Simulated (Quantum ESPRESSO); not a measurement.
A run of Quantum ESPRESSO 7.5:

pw.in

```
&CONTROL
  calculation = 'scf'
  prefix = 'pwscf'
  outdir = './tmp'
  pseudo_dir = './pseudo'
  tprnfor = .true.
  tstress = .true.
  disk_io = 'nowf'
/
&SYSTEM
  ibrav = 0
  nat = 7
  ntyp = 2
  ecutwfc = 55
  ecutrho = 440
  nbnd = 61
  occupations = 'smearing'
  smearing = 'fd'
  degauss = 0.00367493
/
&ELECTRONS
  conv_thr = 1.4d-09
  electron_maxstep = 120
  mixing_beta = 0.5
/
ATOMIC_SPECIES
Cu    63.5460 Cu.paw.z_11.ld1.psl.v1.0.0-low.upf
Ge    72.6300 ge_pbe_v1.4.uspp.F.UPF
CELL_PARAMETERS angstrom
  -3.2803710700    3.2803710700    3.2803710700
   3.2803710700   -3.2803710700    3.2803710700
   3.2803710700    3.2803710700   -3.2803710700
ATOMIC_POSITIONS crystal
Cu     0.0000000000    0.0000000000    0.0000000000
Ge     0.0000000000    0.6674187100    0.6674187100
Ge     0.0000000000    0.3325812900    0.3325812900
Ge     0.6674187100    0.0000000000    0.6674187100
Ge     0.3325812900    0.0000000000    0.3325812900
Ge     0.6674187100    0.6674187100    0.0000000000
Ge     0.3325812900    0.3325812900    0.0000000000
K_POINTS automatic
6 6 6 0 0 0
```

Potentials or basis: SSSP 1.3 efficiency PBE.

The run is started by

```sh
$ OMP_NUM_THREADS=1 pw.x -in pw.in > pw.out
```

Hardware: 1 thread of AMD EPYC 9R45 96-Core Processor (Zen 5) (shared host).

Question: Estimate the wall time of this run.

Answer: Run time: 80 s on 1 thread of AMD EPYC 9R45 96-Core Processor (Zen 5), on a shared host, peak memory 0.67 GiB. Counts: scf iterations 9, k pools 1, bands 61, k points 16, g dense 148493.
